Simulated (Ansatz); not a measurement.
# Sn: the cost of one run

Computed with Ansatz 0.2.0 (DFT PBEsol, scalar-relativistic, plane waves, PAW, unless a step's input says otherwise).

1 further run of the same task is left out (it didn't finish).

### 1 The starting structure

It takes space group I4/mmm (No. 139, tetragonal). Conventional cell: a = 3.182 Å, b = 3.182 Å, c = 5.831 Å, α = 90.00°, β = 90.00°, γ = 90.00°. Sn (site symmetry 4/mmm) has 4 Sn at 3.18 Å as nearest neighbours.

Structure file:

```
Sn
1.0
    -1.59075    1.59075    2.91565
     1.59075   -1.59075    2.91565
     1.59075    1.59075   -2.91565
Sn
1
Direct
  0.00000 0.00000 0.00000
```

No relaxation comes first: the listed cell is the starting point.

### 2 The undisturbed cell

Input file input.yaml:

```yaml
crystal:
  lattice:
    - [-1.59075, 1.59075, 2.91565]
    - [1.59075, -1.59075, 2.91565]
    - [1.59075, 1.59075, -2.91565]
  atoms:
    - { symbol: Sn, position: [0.0, 0.0, 0.0] }
basis:
  ecutwfc: 420
kpoints:
  mp_grid: { grid: [20, 20, 20] }
hamiltonian:
  xc: pbesol
scf:
  occupations: { method: gaussian, width: 0.15 }
output:
  forces: true
  stress: true
  eigenvalues: true
```

**Question.** How long does this run take on 1 thread of an x86-64 CPU, shared host, and how much memory does it need?

About 6.1 s, with a peak of 0.53 GiB.
